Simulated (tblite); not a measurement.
# C4H12N2SSi: the cost of one run

Computed with tblite 0.8.0 and PySCF 2.14.0, with density-fitted response routines of our own, on a single molecule in the gas phase. Atoms count from 0, in the outputs and in this text.

**1. The starting structure**

20 atoms, charge 0, multiplicity 1; geometry from: force field or distance geometry start.

Bonds of the start (Å): N0–C1 1.44, C1–C2 1.53, C2–N3 1.42, N3–Si4 1.77, Si4–S5 2.17, C2–C6 1.52, C6–C7 1.51, C7–C2 1.51, N0–H8 1.05, N0–H9 1.05, C1–H10 1.12, C1–H11 1.11, N3–H12 1.04, Si4–H13 1.45, Si4–H14 1.48, S5–H15 1.39, C6–H16 1.10, C6–H17 1.11, C7–H18 1.12, C7–H19 1.11.

**2. Geometry optimisation with GFN2-xTB**

What the job is given:

```
{"job": {"kind": "relax", "xc": "GFN2-xTB", "basis": "xTB"}, "charge": 0, "multiplicity": 1}
N     -1.510400    -1.795500    -0.531600
C     -0.637400    -0.763700    -1.026800
C     -0.423900     0.291400     0.064700
N      0.126300    -0.082600     1.313700
Si     1.743300    -0.781400     1.131800
S      2.747300     0.032100    -0.614200
C      0.060400     1.666700    -0.372200
C     -1.399900     1.431100    -0.056000
H     -2.425600    -1.829100    -1.038200
H     -1.681900    -1.774300     0.502000
H     -1.136300    -0.320000    -1.922800
H      0.310000    -1.250800    -1.323000
H     -0.497800    -0.551000     1.997500
H      2.526700    -0.611700     2.336000
H      1.642700    -2.226300     0.832300
H      3.483600     1.157500    -0.244500
H      0.371700     1.794100    -1.414900
H      0.532900     2.290000     0.417000
H     -2.031300     1.551600    -0.974900
H     -1.805600     1.782700     0.921100
```

Started as:

```sh
> OMP_NUM_THREADS=1 python probes_run.py task.json out
```

This one command runs all jobs of the session in turn.

Q: Estimate the wall time of this first job on 1 thread of Arm Neoverse N1, shared host.

About 1.6 s.
